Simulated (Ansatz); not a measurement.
# CH7BSSi2: the cost of one run

Program: Ansatz 0.2.0. Level of theory: RKS CAM-B3LYP-D4/6-31G. These are calculated values, not measurements.

### 1 The system as given

Bond lengths: Si1–B2 1.924 Å, B2–Si3 1.911 Å, B2–C4 1.605 Å, C4–S5 1.486 Å, Si1–H6 1.536 Å, Si1–H7 1.475 Å, Si1–H8 1.408 Å, Si3–H9 1.516 Å, Si3–H10 1.497 Å, Si3–H11 1.461 Å, C4–H12 1.033 Å. Angles (14 of 18 angles, heavy atoms first): Si1–B2–Si3 115.8°, Si1–B2–C4 127.6°, Si3–B2–C4 116.6°, B2–C4–S5 117.1°, B2–Si1–H6 107.7°, B2–Si1–H7 108.9°, B2–Si1–H8 111.5°, B2–Si3–H9 110.7°, B2–Si3–H10 110.8°, B2–Si3–H11 111.0°, B2–C4–H12 121.7°, S5–C4–H12 121.1°, H6–Si1–H7 106.3°, H6–Si1–H8 110.3°.

Structure file:

```xyz
12

Si   -1.6806   -0.6084   -0.0814
B     0.0441    0.2414   -0.1497
Si    1.4506   -0.6552    0.7827
C     0.4404    1.5913   -0.9217
S    -0.6423    2.2947   -1.6566
H    -2.6742    0.3996    0.5147
H    -2.1358   -0.8751   -1.4587
H    -1.6480   -1.7809    0.6979
H     1.1456   -0.7313    2.2657
H     2.7359    0.1019    0.6604
H     1.6427   -2.0088    0.2666
H     1.3987    1.9756   -0.8860
```

### 2 End point A

Input file input.yaml:

```yaml
crystal:
  periodic: [false, false, false]
  atoms:
    - { symbol: Si, position_ang: [-1.6806, -0.6084, -0.0814] }
    - { symbol: B, position_ang: [0.0441, 0.2414, -0.1497] }
    - { symbol: Si, position_ang: [1.4506, -0.6552, 0.7827] }
    - { symbol: C, position_ang: [0.4404, 1.5913, -0.9217] }
    - { symbol: S, position_ang: [-0.6423, 2.2947, -1.6566] }
    - { symbol: H, position_ang: [-2.6742, 0.3996, 0.5147] }
    - { symbol: H, position_ang: [-2.1358, -0.8751, -1.4587] }
    - { symbol: H, position_ang: [-1.648, -1.7809, 0.6979] }
    - { symbol: H, position_ang: [1.1456, -0.7313, 2.2657] }
    - { symbol: H, position_ang: [2.7359, 0.1019, 0.6604] }
    - { symbol: H, position_ang: [1.6427, -2.0088, 0.2666] }
    - { symbol: H, position_ang: [1.3987, 1.9756, -0.886] }
basis:
  gaussian: { orbitals: "6-31G" }
hamiltonian:
  xc: cam_b3lyp
  dispersion: d4
relax:
  f_tol: 0.015
  max_steps: 40
```

The run is started by

```bash
$ ansatz run input.yaml --threads 1 --pin off --max-ram 2048MiB --backend cpu --events-out ev --progress --plain --runs-dir out
```

**Question.** How long does this run take on 1 thread of Intel Xeon at 2.70GHz, shared host, and how much memory does it need?

About 6.1 min, with a peak of 0.22 GiB.
